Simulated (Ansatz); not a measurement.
# Zn3SnO: response at fixed volumes

Aim: for Zn3SnO, find the volume at zero pressure and see how it responds at chosen volumes.

Method: DFT PBE, scalar-relativistic, plane waves, PAW, in Ansatz 0.2.0.

## (1) The system as given

The structure is cubic, space group Pm-3m (No. 221). The conventional cell has a = 4.280 Å, b = 4.280 Å, c = 4.280 Å, α = 90.00°, β = 90.00°, γ = 90.00°. Sn (site symmetry m-3m) is surrounded by 12 Zn at 3.03 Å. O (site symmetry m-3m) is surrounded by 6 Zn at 2.14 Å. Around Zn (site symmetry 4/mmm) lie 2 O at 2.14 Å.

As a file:

```
Sn O Zn
1.0
     4.28000    0.00000    0.00000
     0.00000    4.28000    0.00000
     0.00000    0.00000    4.28000
Sn O Zn
1 1 3
Direct
  0.00000 0.00000 0.00000
  0.50000 0.50000 0.50000
  0.50000 0.50000 0.00000
  0.50000 0.00000 0.50000
  0.00000 0.50000 0.50000
```

This is a trial structure built by rule; it need not be a known or stable form of this composition.

The cell is the ideal cubic antiperovskite prototype; whether it is the stable structure of this composition wasn't checked.

## (2) Coarse point 1 of the search for the rest volume

input.yaml

```yaml
crystal:
  lattice:
    - [4.28, 0.0, 0.0]
    - [0.0, 4.28, 0.0]
    - [0.0, 0.0, 4.28]
  atoms:
    - { symbol: Sn, position: [0.0, 0.0, 0.0] }
    - { symbol: O, position: [0.5, 0.5, 0.5] }
    - { symbol: Zn, position: [0.5, 0.5, 0.0] }
    - { symbol: Zn, position: [0.5, 0.0, 0.5] }
    - { symbol: Zn, position: [0.0, 0.5, 0.5] }
basis:
  ecutwfc: 420
kpoints:
  mp_grid: { grid: [4, 4, 4] }
hamiltonian:
  xc: pbe
scf:
  occupations: { method: gaussian, width: 0.05 }
output:
  forces: true
  stress: true
  eigenvalues: true
```

Started as:

```sh
> ansatz run input.yaml --threads 2 --pin off --max-ram 6144MiB --backend cpu --events-out ev --progress --plain --runs-dir out
```

The log of the run, shortened:

```text
[...]
SCF converged after 7 iterations
Free energy (F): -16546.613584 eV
[...]
E sigma→0 (E₀):  -16546.609429 eV
Entropy (-TS):   -0.008309 eV (-1.662 meV/atom)
Fermi energy:    11.194341 eV
[...]
--- Forces (eV/Å), atoms counted from 1 ---
  atom   1  Sn    -0.00000000     0.00000000    -0.00000000
  atom   2  O      0.00000000     0.00000000     0.00000000
  atom   3  Zn     0.00000000     0.00000000     0.00000000
  atom   4  Zn     0.00000000    -0.00000000     0.00000000
  atom   5  Zn     0.00000000    -0.00000000     0.00000000
[...]
--- Stress (GPa, compression-positive) ---
        4.607874       0.000000       0.000000
        0.000000       4.607874       0.000000
        0.000000       0.000000       4.607874
  P = ⅓ Tr σ = 4.6079 GPa (46.079 kbar)
--- Band table (eV; the first three rows and the last of 10) ---
[...]
```

Wall time 1.4 s (2 threads of Oxide Virtual Turin-like (Zen 5), shared host); peak memory 0.4 GiB.

## (3) Seeking zero pressure, try 2

Changes to input.yaml since step 2:

```diff
@@ -2,5 +2,5 @@
   lattice:
-    - [4.28, 0.0, 0.0]
-    - [0.0, 4.28, 0.0]
-    - [0.0, 0.0, 4.28]
+    - [4.3340958959, 0.0, 0.0]
+    - [0.0, 4.3340958959, 0.0]
+    - [0.0, 0.0, 4.3340958959]
   atoms:
```

Started as:

```sh
> ansatz run input.yaml --threads 2 --pin off --max-ram 6144MiB --backend cpu --events-out ev --progress --plain --runs-dir out
```

The log of the run, shortened:

```text
[...]
SCF converged after 7 iterations
Free energy (F): -16546.669239 eV
[...]
E sigma→0 (E₀):  -16546.666676 eV
Entropy (-TS):   -0.005126 eV (-1.025 meV/atom)
Fermi energy:    10.602229 eV
[...]
--- Forces (eV/Å), atoms counted from 1 ---
  atom   1  Sn    -0.00000000     0.00000000    -0.00000000
  atom   2  O      0.00000000    -0.00000000     0.00000000
  atom   3  Zn    -0.00000000    -0.00000000    -0.00000000
  atom   4  Zn     0.00000000    -0.00000000    -0.00000000
  atom   5  Zn     0.00000000     0.00000000    -0.00000000
[...]
--- Stress (GPa, compression-positive) ---
        1.418684       0.000000       0.000000
        0.000000       1.418684       0.000000
        0.000000       0.000000       1.418684
  P = ⅓ Tr σ = 1.4187 GPa (14.187 kbar)
--- Band table (eV; the first three rows and the last of 10) ---
[...]
```

Wall time 1.2 s (2 threads of Oxide Virtual Turin-like (Zen 5), shared host); peak memory 0.41 GiB.

## (4) Seeking zero pressure, try 3

Changes to input.yaml since step 3:

```diff
@@ -2,5 +2,5 @@
   lattice:
-    - [4.3340958959, 0.0, 0.0]
-    - [0.0, 4.3340958959, 0.0]
-    - [0.0, 0.0, 4.3340958959]
+    - [4.3617211768, 0.0, 0.0]
+    - [0.0, 4.3617211768, 0.0]
+    - [0.0, 0.0, 4.3617211768]
   atoms:
```

Started as:

```sh
> ansatz run input.yaml --threads 2 --pin off --max-ram 6144MiB --backend cpu --events-out ev --progress --plain --runs-dir out
```

The log of the run, shortened:

```text
[...]
SCF converged after 7 iterations
Free energy (F): -16546.675993 eV
[...]
E sigma→0 (E₀):  -16546.673851 eV
Entropy (-TS):   -0.004284 eV (-0.857 meV/atom)
Fermi energy:    10.314143 eV
[...]
--- Forces (eV/Å), atoms counted from 1 ---
  atom   1  Sn    -0.00000000    -0.00000000    -0.00000000
  atom   2  O      0.00000000    -0.00000000     0.00000000
  atom   3  Zn     0.00000000     0.00000000     0.00000000
  atom   4  Zn     0.00000000    -0.00000000    -0.00000000
  atom   5  Zn     0.00000000    -0.00000000     0.00000000
[...]
--- Stress (GPa, compression-positive) ---
       -0.007164       0.000000       0.000000
       -0.000000      -0.007164       0.000000
        0.000000       0.000000      -0.007164
  P = ⅓ Tr σ = -0.0072 GPa (-0.072 kbar)
--- Band table (eV; the first three rows and the last of 10) ---
[...]
```

Run time: 1.2 s. Hardware: 2 threads of Oxide Virtual Turin-like (Zen 5), shared host; peak memory 0.41 GiB.

Symmetry fixes shape and atoms, so only the volume is sought, on a coarse mesh:

```
try  volume (Å³/atom)  pressure (GPa)
  1            15.681            4.61
  2            16.283            1.42
  3            16.596           -0.01
```

## (5) Single point at 1.000 V0

input.yaml

```yaml
crystal:
  lattice:
    - [4.3617, 0.0, 0.0]
    - [0.0, 4.3617, 0.0]
    - [0.0, 0.0, 4.3617]
  atoms:
    - { symbol: Sn, position: [0.0, 0.0, 0.0] }
    - { symbol: O, position: [0.5, 0.5, 0.5] }
    - { symbol: Zn, position: [0.5, 0.5, 0.0] }
    - { symbol: Zn, position: [0.5, 0.0, 0.5] }
    - { symbol: Zn, position: [0.0, 0.5, 0.5] }
basis:
  ecutwfc: 420
kpoints:
  mp_grid: { grid: [8, 8, 8] }
hamiltonian:
  xc: pbe
scf:
  occupations: { method: fermi_dirac, width: 0.15 }
output:
  forces: true
  stress: true
  eigenvalues: true
```

Started as:

```sh
> ansatz run input.yaml --threads 2 --pin off --max-ram 6144MiB --backend cpu --events-out ev --progress --plain --runs-dir out
```

The log of the run, shortened:

```text
Warning: RAYON_NUM_THREADS=2 ignored (pool sized by the plan → 2); use --threads N
band count auto-derived: 35 (N_el = 56.0; filled up to band 28; 34 by the electrons, moments and atoms)
[...]
Pseudopotentials: kind: paw
Pseudopotential: Sn, paw, valence charge 14, recommended cutoff 420 eV (normal), Sn.paw.azcp
Pseudopotential: O, paw, valence charge 6, recommended cutoff 420 eV (normal), O.paw.azcp
Pseudopotential: Zn, paw, valence charge 12, recommended cutoff 420 eV (normal), Zn.paw.azcp
Functional definition: PBE
[...]
Crystal: 5 atoms, lattice volume = 82.979 Å³
Basis set: ecut = 420 eV, 1647 PW (Γ), exchange–correlation on 60×60×60 points (8 copies of the dense FFT grid, shifted against one another)
Bands: 35, of which v1, the nominal top of the filled ones, is band 28 counted from 1 (27 counted from 0)
Symmetry: 48 space group operations
[...]
SCF iter   8: F=-16546.923511 eV  HF=-16546.923511 eV  |F-HF|=1.81e-8  |Δ(HF+E_count)|=   7.30e-8  Δρ=5.03e-6  dr2=2.49e-8  ethr=1.79e-10  ⟨swp⟩=6.1  Hψ=5655  notcnv=0
[...]
SCF converged after 8 iterations
Free energy (F): -16546.923511 eV
[...]
E sigma→0 (E₀):  -16546.843191 eV
Entropy (-TS):   -0.160640 eV (-32.128 meV/atom)
Fermi energy:    10.272088 eV
[...]
--- Forces (eV/Å), atoms counted from 1 ---
  atom   1  Sn    -0.00000000    -0.00000000     0.00000000
  atom   2  O      0.00000000     0.00000000     0.00000000
  atom   3  Zn     0.00000000     0.00000000     0.00000000
  atom   4  Zn     0.00000000    -0.00000000    -0.00000000
  atom   5  Zn     0.00000000     0.00000000    -0.00000000
[...]
--- Stress (GPa, compression-positive) ---
       -0.632025       0.000000       0.000000
        0.000000      -0.632025       0.000000
        0.000000       0.000000      -0.632025
  P = ⅓ Tr σ = -0.6320 GPa (-6.320 kbar)
--- Band table (eV; the first three rows and the last of 35) ---
[...]
```

It took 4.3 s on 2 threads of Oxide Virtual Turin-like (Zen 5), shared host; peak memory 0.46 GiB.

## (6) Phonons at Γ at 1.000 V0

Changes to input.yaml since step 5:

```diff
@@ -20,4 +20,5 @@
 output:
-  forces: true
-  stress: true
   eigenvalues: true
+phonons:
+  method: dfpt
+  eigenvectors: true
```

Started as:

```sh
> ansatz run input.yaml --threads 2 --pin off --max-ram 6144MiB --backend cpu --events-out ev --progress --plain --runs-dir out
```

The log of the run, shortened:

```text
Warning: RAYON_NUM_THREADS=2 ignored (pool sized by the plan → 2); use --threads N
band count auto-derived: 35 (N_el = 56.0; filled up to band 28; 34 by the electrons, moments and atoms)
zone centre: on kpoints.mp_grid the ground state, and the responses unless they are solved on pairs of k-points, stand on 125 of the mesh's 512 k-points, reduced under 8 symmetry operations, with k and −k counted as one. Each operation leaves every solved displacement unchanged or reverses it
[...]
[... 5 set-up lines as earlier in the session ...]
[...]
Crystal: 5 atoms, lattice volume = 82.979 Å³
[...]
SCF iter  11: F=-16546.923511 eV  HF=-16546.923511 eV  |F-HF|=3.64e-12  |Δ(HF+E_count)|=  4.37e-11  Δρ=1.09e-7  dr2=7.41e-12  ethr=1.00e-12  ⟨swp⟩=4.9  Hψ=22796  notcnv=0
[...]
SCF converged after 11 iterations
Free energy (F): -16546.923511 eV
[...]
E sigma→0 (E₀):  -16546.843192 eV
Entropy (-TS):   -0.160638 eV (-32.128 meV/atom)
Fermi energy:    10.272060 eV
[...]
--- Band table (eV; the first three rows and the last of 125) ---
[...]
--- Phonons (Γ-DFPT): 4 representative perturbations + reference, on 125 of 512 k-points (Σ response iterations 13) ---
  k mesh reduced under 8 symmetry operations, with k and −k counted as one. Each operation leaves every solved displacement unchanged or reverses it
  ASR residual: 3.298e-4 → 0.000e0 eV/Å²; symmetrization residual: 2.117e-6 eV/Å²
  ASR residual per site (eV/Å²): 8.78e-5 3.30e-4 3.88e-5 3.88e-5 3.88e-5
  Γ frequencies (cm⁻¹): -133.54 -133.54 -133.54 -60.53 -60.53 -60.53 0.00 0.00 0.00 85.21 85.21 85.21 199.97 199.97 199.97
  non-analytic LO–TO correction: not included (Born effective charges unavailable; polar crystals: no LO–TO splitting at Γ)
```

Wall time 1.9 min (2 threads of Oxide Virtual Turin-like (Zen 5), shared host); peak memory 1.6 GiB.

The optical modes at Γ, the three translations left out (i: imaginary):

```
cm⁻¹    meV  modes
134i  16.6i      3
 61i   7.5i      3
  85   10.6      3
 200   24.8      3
```

Displacements in the most unstable mode (134i cm⁻¹), eigenvector over the root of the mass, scaled so that the longest move is 1. It is one member of a degenerate level, so its direction within the level is arbitrary.

```
atom      x      y      z
 Sn1   0.00   0.00   0.06
  O2  -0.01   0.04   1.00
 Zn3   0.00  -0.01   0.22
 Zn4   0.00   0.01  -0.28
 Zn5   0.00  -0.01  -0.28
```

Displacements in the highest mode (200 cm⁻¹), eigenvector over the root of the mass, scaled so that the longest move is 1. It is one member of a degenerate level, so its direction within the level is arbitrary.

```
atom     x      y      z
 Sn1  0.00  -0.02  -0.09
  O2  0.00   0.22   0.98
 Zn3  0.00   0.05  -0.50
 Zn4  0.00  -0.11   0.21
 Zn5  0.00   0.05   0.21
```

## (7) Elastic constants at 1.000 V0

Changes to input.yaml since step 6:

```diff
@@ -20,5 +20,8 @@
 output:
+  forces: true
+  stress: true
   eigenvalues: true
-phonons:
-  method: dfpt
-  eigenvectors: true
+elastic:
+  mode: relaxed_ion
+  amplitude: 0.005
+  stencil: two_point
```

Started as:

```sh
> ansatz run input.yaml --threads 2 --pin off --max-ram 6144MiB --backend cpu --events-out ev --progress --plain --runs-dir out
```

The log of the run, shortened:

```text
Warning: RAYON_NUM_THREADS=2 ignored (pool sized by the plan → 2); use --threads N
band count auto-derived: 36 (N_el = 56.0; filled up to band 28; 34 by the electrons, moments and atoms)
[...]
[... 5 set-up lines as earlier in the session ...]
[...]
Crystal: 5 atoms, lattice volume = 82.979 Å³
Basis set: ecut = 420 eV, 1647 PW (Γ), exchange–correlation on 60×60×60 points (8 copies of the dense FFT grid, shifted against one another)
Bands: 36, of which v1, the nominal top of the filled ones, is band 28 counted from 1 (27 counted from 0)
[... 1 set-up line as earlier in the session ...]
[...]
  moduli (Voigt/Reuss/Hill, GPa): K = 69.64/69.64/69.64   G = -20.57/-20.19/-20.38   E = -67.75   ν = 0.662
  mechanically stable: NO (min eigenvalue of sym C = -34.51 GPa)
  strain η (Voigt 11):  stress-route row diagonal C_11 = 46.64 GPa, energy-path curvature d²(F+E_count+ΔE)/dδ²/Ω₀ = 46.67 GPa
         δ    σ_11 (GPa)             F (eV)   n_scf  n_hpsi   n_pw
    -5.000e-3       0.3921      -16546.9248972      12   65276   1640   relax 0 steps, max|allowed force component| 1.75e-29 eV/Å
     5.000e-3       0.8584      -16546.9216474      10   54626   1649   relax 0 steps, max|allowed force component| 1.25e-29 eV/Å
  strain η (Voigt 23):  stress-route row diagonal C_44 = -22.78 GPa, energy-path curvature d²(F+E_count+ΔE)/dδ²/Ω₀ = -22.94 GPa
         δ    σ_23 (GPa)             F (eV)   n_scf  n_hpsi   n_pw
    -5.000e-3       0.1139      -16546.9237252      10   81264   1640   relax 0 steps, max|allowed force component| 7.25e-29 eV/Å
     5.000e-3      -0.1139      -16546.9237252      10   78276   1640   relax 0 steps, max|allowed force component| 1.89e-28 eV/Å
```

It took 43 s on 2 threads of Oxide Virtual Turin-like (Zen 5), shared host; peak memory 0.63 GiB.

The cell stands under -0.6 GPa, so these are stress–strain coefficients at that pressure.

## (8) Outcome

```
                                            quantity                     value
reference volume V0, last point of the coarse search  16.60 Å³/atom at 0.0 GPa
                           pressure, gap at 1.000 V0    -0.6 GPa, none (metal)
                                  optical modes at Γ          134i to 200 cm⁻¹
                         C11, C12, C44 (relaxed-ion)           47, 81, -23 GPa
```

The structure is unstable at the zone centre: 6 of 12 optical modes are imaginary (lowest 134i cm⁻¹). A negative eigenvalue (-34.5 GPa) of the relaxed-ion tensor marks a strain that the crystal does not resist. As the same cell has imaginary modes at Γ, these constants belong to a saddle point held by symmetry, not to a minimum. For a metal these values are sensitive to the k mesh.
